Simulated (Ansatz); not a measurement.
# CH5NOSi, SMILES N=C[SiH2]O: a rigid scan of one bond angle

With Ansatz's Python interface.

The cells in order, each with its output:

**Cell 1**
```python
import ansatz as az
from ase import Atoms
```

**Cell 2**
```python
atoms = Atoms(["N", "C", "Si", "O", "H", "H", "H", "H", "H"], positions=[
    (-0.8673, 0.8783, -1.1092),
    (0.2499, 0.7239, -0.6056),
    (0.4547, -0.6125, 0.6853),
    (-0.874, -1.3899, 1.0098),
    (-0.8688, 1.6779, -1.8286),
    (1.1337, 1.3355, -0.9007),
    (1.0175, -0.0269, 1.9707),
    (1.5224, -1.5992, 0.2395),
    (-1.6797, -1.0334, 0.5216),
])
```

**Cell 3**
```python
# relax first, so that the scan starts from a minimum
first = (
    az.Crystal.molecule_from_ase(atoms).calculation()
    .basis(gaussian="def2-SVP")
    .functional("PBE0", dispersion="d4")
    .scf(lower_state_search="off")
    .relax(force_tolerance=0.02, max_steps=80)
)
atoms.positions = first.run(threads=1).report["positions_ang"]
```

**Cell 4**
```python
rows = []
for angle in [85, 95, 105, 115, 125, 140, 160]:
    bent = atoms.copy()
    bent.set_angle(2, 3, 8, angle, indices=[8])
    base = (
        az.Crystal.molecule_from_ase(bent).calculation()
        .basis(gaussian="def2-SVP")
        .functional("PBE0", dispersion="d4")
        .scf(lower_state_search="off")
    )
    rows.append((angle, base.run(threads=1).report["free_energy_ev"]))
floor = min(e for _, e in rows)
for angle, e in rows:
    print(f"angle Si2-O3-H8 = {angle:3d} deg   {1000 * (e - floor):9.1f} meV")
```
Output:
```text
angle Si2-O3-H8 =  85 deg       348.5 meV
angle Si2-O3-H8 =  95 deg        85.8 meV
angle Si2-O3-H8 = 105 deg         0.0 meV
angle Si2-O3-H8 = 115 deg        31.4 meV
angle Si2-O3-H8 = 125 deg       130.4 meV
angle Si2-O3-H8 = 140 deg       328.9 meV
angle Si2-O3-H8 = 160 deg       566.7 meV
```

Notes:
- These settings explore the input space; basis and method may be short of convergence.
- The scan is rigid, and the energies are electronic, in a modest basis. The zero is the lowest point of the grid, which needn't be the minimum.
- Hardware and time: 29 s on 1 thread of Arm Neoverse V1, on a shared host, peak memory 0.22 GiB.

(Lines on the test bed's own set-up are left out of the output.)
